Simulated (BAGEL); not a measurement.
# AlH2OF3 (SMILES [OH2+][Al-]([F])([F])[F]): B3LYP/6-31G(d) (density fitting with qzvpp-jkfit, spherical functions)

Aim: the energy change on altering one bond length of AlH2OF3 at B3LYP/6-31G* (density fitting with qzvpp-jkfit, spherical functions), from 2 runs. 

The results are computed with BAGEL 1.2.2.

1 further run of the same task is left out (set aside as unsound or not needed).

## 1. The molecule

AlH2OF3 has 7 atoms, charge 0, and is taken as a singlet. As SMILES, `[OH2+][Al-]([F])([F])[F]`. The coordinates come from a PBE0-D4/def2-TZVP relaxation.

Bond lengths: O1–Al2 1.937 Å, Al2–F3 1.655 Å, Al2–F4 1.644 Å, Al2–F5 1.655 Å, O1–H6 0.965 Å, O1–H7 0.965 Å. Angles: O1–Al2–F3 96.2°, O1–Al2–F4 105.3°, O1–Al2–F5 96.2°, F3–Al2–F4 117.2°, F3–Al2–F5 118.0°, F4–Al2–F5 117.2°, Al2–O1–H6 112.3°, Al2–O1–H7 112.3°, H6–O1–H7 108.5°.

## 2. The energy at B3LYP/6-31G(d) (density fitting with qzvpp-jkfit, spherical functions)

The input, calc.json:

```json
{ "bagel": [

{
  "title": "molecule",
  "basis": "6-31gs.json",
  "df_basis": "qzvpp-jkfit",
  "angstrom": true,
  "geometry": [
    { "atom": "O", "xyz": [   -0.871000,    0.586100,    0.358000 ] },
    { "atom": "Al", "xyz": [    0.496000,   -0.551000,   -0.409900 ] },
    { "atom": "F", "xyz": [    0.962500,   -1.255200,    1.013300 ] },
    { "atom": "F", "xyz": [   -0.290400,   -1.501300,   -1.496900 ] },
    { "atom": "F", "xyz": [    1.430100,    0.675100,   -1.012400 ] },
    { "atom": "H", "xyz": [   -0.962400,    0.456200,    1.310000 ] },
    { "atom": "H", "xyz": [   -0.703600,    1.522000,    0.192000 ] }
  ]
},
{
  "title": "ks",
  "xc_func": "b3lyp"
},
{
  "title": "print",
  "file": "orbitals.molden",
  "orbitals": true
}

]}
```

The basis set 6-31G* is read from a file made from the Basis Set Exchange's data (not shown).

Command:

```
BAGEL_NUM_THREADS=1 BAGEL calc.json > calc.out
```

Log:

```text
* using 1 threads per process

  ===============================================================
  ===============================================================

  *** Geometry ***

  { "atom" : "O", "xyz" : [     -1.645951,      1.107568,      0.676522 ] },
  { "atom" : "Al", "xyz" : [      0.937304,     -1.041239,     -0.774599 ] },
  { "atom" : "F", "xyz" : [      1.818861,     -2.371984,      1.914859 ] },
  { "atom" : "F", "xyz" : [     -0.548776,     -2.837046,     -2.828731 ] },
  { "atom" : "F", "xyz" : [      2.702497,      1.275754,     -1.913159 ] },
  { "atom" : "H", "xyz" : [     -1.818672,      0.862093,      2.475541 ] },
  { "atom" : "H", "xyz" : [     -1.329611,      2.876163,      0.362827 ] },

  Number of auxiliary basis functions:      472

  Since a DF basis is specified, we compute 2- and 3-index integrals:
    o Being stored without compression. Storage requirement is 0.023 GB

  Number of basis functions:       78
  Number of electrons      :       50

    * METHOD: MOLECULE                             0.19

  *** Kohn-Sham DFT ***

    * Removing 12443 points whose weight is below 1.00e-10
    * Grid points: 91899

  === Nuclear Repulsion ===
   252.1743208248

       - DIIS with orbital gradients will be used.

  === KS iteration (b3lyp / 6-31gs.json) ===
      0       -593.99092150          0.13910974           0.31
      1       -574.50106896          0.15796447           0.29
      2       -576.54159357          0.14102705           0.29
      3       -614.73567276          0.07889378           0.29
      4       -618.39072134          0.02319786           0.29
      5       -618.60018287          0.00722636           0.28
      6       -618.58493912          0.01024576           0.28
      7       -618.60748968          0.00702144           0.28
      8       -618.62403287          0.00223468           0.28
      9       -618.62433737          0.00203995           0.28
     10       -618.62601488          0.00006055           0.29
     11       -618.62601612          0.00001195           0.29
     12       -618.62601615          0.00000621           0.28
     13       -618.62601616          0.00000021           0.28
     14       -618.62601616          0.00000003           0.29
     15       -618.62601616          0.00000004           0.29
     16       -618.62601616          0.00000001           0.28
    * SCF iteration converged.

    * Permanent dipole moment:
           (    1.072702,    -1.457048,    -1.140937) a.u.

    * METHOD: KS                                   5.26

    * METHOD: PRINT                                0.01

  ===============================================================
```

It took 5.7 s on 1 thread of Arm Neoverse V2, shared host; peak memory 0.37 GiB.

## 3. The distorted shape

The input, dft.json:

```json
{ "bagel": [

{
  "title": "molecule",
  "basis": "6-31gs.json",
  "df_basis": "qzvpp-jkfit",
  "angstrom": true,
  "geometry": [
    { "atom": "O", "xyz": [   -0.896109,    0.445721,    0.382899 ] },
    { "atom": "Al", "xyz": [    0.470891,   -0.691379,   -0.385001 ] },
    { "atom": "F", "xyz": [    0.937391,   -1.395579,    1.038199 ] },
    { "atom": "F", "xyz": [   -0.315509,   -1.641679,   -1.472001 ] },
    { "atom": "F", "xyz": [    1.404991,    0.534721,   -0.987501 ] },
    { "atom": "H", "xyz": [   -0.987509,    0.315821,    1.334899 ] },
    { "atom": "H", "xyz": [   -0.703600,    1.522000,    0.192000 ] }
  ]
},
{ "title": "ks", "xc_func": "b3lyp", "charge": 0 },
{ "title": "print", "file": "orbitals.molden", "orbitals": true }

]}
```

The basis set 6-31G* is read from a file made from the Basis Set Exchange's data (not shown).

Command:

```
BAGEL_NUM_THREADS=1 BAGEL dft.json > dft.out
```

Log:

```text
* using 1 threads per process

  ===============================================================
  ===============================================================

  *** Geometry ***

  { "atom" : "O", "xyz" : [     -1.693401,      0.842291,      0.723574 ] },
  { "atom" : "Al", "xyz" : [      0.889855,     -1.306517,     -0.727546 ] },
  { "atom" : "F", "xyz" : [      1.771412,     -2.637262,      1.961912 ] },
  { "atom" : "F", "xyz" : [     -0.596226,     -3.102324,     -2.781679 ] },
  { "atom" : "F", "xyz" : [      2.655048,      1.010476,     -1.866106 ] },
  { "atom" : "H", "xyz" : [     -1.866122,      0.596815,      2.522594 ] },
  { "atom" : "H", "xyz" : [     -1.329611,      2.876163,      0.362827 ] },

  Number of auxiliary basis functions:      472

  Since a DF basis is specified, we compute 2- and 3-index integrals:
    o Being stored without compression. Storage requirement is 0.023 GB

  Number of basis functions:       78
  Number of electrons      :       50

    * METHOD: MOLECULE                             0.19

  *** Kohn-Sham DFT ***

    * Removing 12237 points whose weight is below 1.00e-10
    * Grid points: 92105

  === Nuclear Repulsion ===
   251.3685763671

       - DIIS with orbital gradients will be used.

  === KS iteration (b3lyp / 6-31gs.json) ===
      0       -593.98797820          0.13784499           0.30
      1       -573.67591438          0.15405410           0.29
      2       -576.94965711          0.14077109           0.29
      3       -614.56512815          0.07977329           0.28
      4       -618.15921648          0.03235238           0.28
      5       -618.52765329          0.01356112           0.28
      6       -618.50077272          0.01717873           0.28
      7       -618.56121940          0.01188373           0.29
      8       -618.60976464          0.00323854           0.29
      9       -618.61261837          0.00159888           0.29
     10       -618.61361303          0.00036048           0.29
     11       -618.61366330          0.00003517           0.29
     12       -618.61366344          0.00002593           0.30
     13       -618.61366369          0.00000728           0.31
     14       -618.61366371          0.00000340           0.31
     15       -618.61366371          0.00000061           0.30
     16       -618.61366371          0.00000053           0.29
     17       -618.61366371          0.00000008           0.29
     18       -618.61366371          0.00000001           0.30
     19       -618.61366371          0.00000001           0.30
    * SCF iteration converged.

    * Permanent dipole moment:
           (    1.061683,    -1.550511,    -1.121097) a.u.

    * METHOD: KS                                   6.22

    * METHOD: PRINT                                0.01

  ===============================================================
```

Wall time 6.6 s (1 thread of Arm Neoverse V2, shared host); peak memory 0.37 GiB.

## 4. Outcome

Level: B3LYP/6-31G* (density fitting with qzvpp-jkfit, spherical functions).

```
                                                         quantity          value
                                        first shape: total energy  -618.62602 Eh
                                       first shape: dipole moment         5.44 D
                                         first shape: HOMO energy       -9.64 eV
                                         first shape: LUMO energy       -0.71 eV
                                       first shape: HOMO–LUMO gap        8.93 eV
                                    distorted shape: total energy  -618.61366 Eh
                                   distorted shape: dipole moment         5.56 D
                                     distorted shape: HOMO energy       -9.61 eV
                                     distorted shape: LUMO energy       -1.44 eV
                                   distorted shape: HOMO–LUMO gap        8.17 eV
energy change with the O1–H7 bond stretched from 0.965 to 1.110 Å       0.336 eV
```

What this shows: With the O1–H7 bond stretched from 0.965 to 1.110 Å the energy rises by 0.34 eV (32.4 kJ/mol). The first shape isn't relaxed at this level, so the change isn't measured from a minimum.
